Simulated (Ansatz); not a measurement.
# MgSc2Br: the cost of one run

Program: Ansatz 0.2.0. Level of theory: DFT PBE, scalar-relativistic, plane waves, PAW. These are calculated values, not measurements.

## 1. The system as given

The structure is tetragonal, space group P-4m2 (No. 115). The conventional cell has a = 4.143 Å, b = 4.143 Å, c = 5.850 Å, α = 90.00°, β = 90.00°, γ = 90.00°. Around Mg (site symmetry -4m2) lie 4 Sc at 2.49 Å. Sc (site symmetry 2mm) is surrounded by 2 Mg at 2.49 Å and 2 Br at 2.58 Å. Br (site symmetry -4m2) has 4 Sc at 2.58 Å in its first shell of neighbours.

Coordinates:

```xyz
4
Lattice="4.1426 0.0000 0.0000 0.0000 4.1426 0.0000 0.0000 0.0000 5.8500" Properties=species:S:1:pos:R:3 pbc="T T T"
Mg    0.0000    0.0000    2.9250
Sc    2.0713    0.0000    4.3147
Sc    0.0000    2.0713    1.5352
Br    2.0713    2.0713    0.0000
```

A structure generator made this guess: species swapped into a database cell of Mg2SeS (P-4m2, No. 115), with Sc on the Mg sites, Br on the Se sites and Mg on the S sites. The dimensions are guesses.

## 2. A first look at the guess

Input file input.yaml:

```yaml
crystal:
  lattice:
    - [4.14264778, 0.0, 0.0]
    - [0.0, 4.14264778, 0.0]
    - [0.0, 0.0, 5.84995907]
  atoms:
    - { symbol: Mg, position: [0.0, 0.0, 0.5] }
    - { symbol: Sc, position: [0.5, 0.0, 0.73756897] }
    - { symbol: Sc, position: [0.0, 0.5, 0.26243103] }
    - { symbol: Br, position: [0.5, 0.5, 0.0] }
basis:
  ecutwfc: 420
kpoints:
  mp_grid: { grid: [4, 4, 4] }
hamiltonian:
  xc: pbe
scf:
  occupations: { method: gaussian, width: 0.1 }
  lower_state_search: "off"
output:
  forces: true
  stress: true
  eigenvalues: true
```

Launch:

```console
$ ansatz run input.yaml --threads 1 --pin off --max-ram 2560MiB --backend cpu --events-out ev --progress --plain --runs-dir out
```

What time and memory should one allow on 1 thread of Arm Neoverse N1, shared host?

About 6.5 s, with a peak of 0.32 GiB.
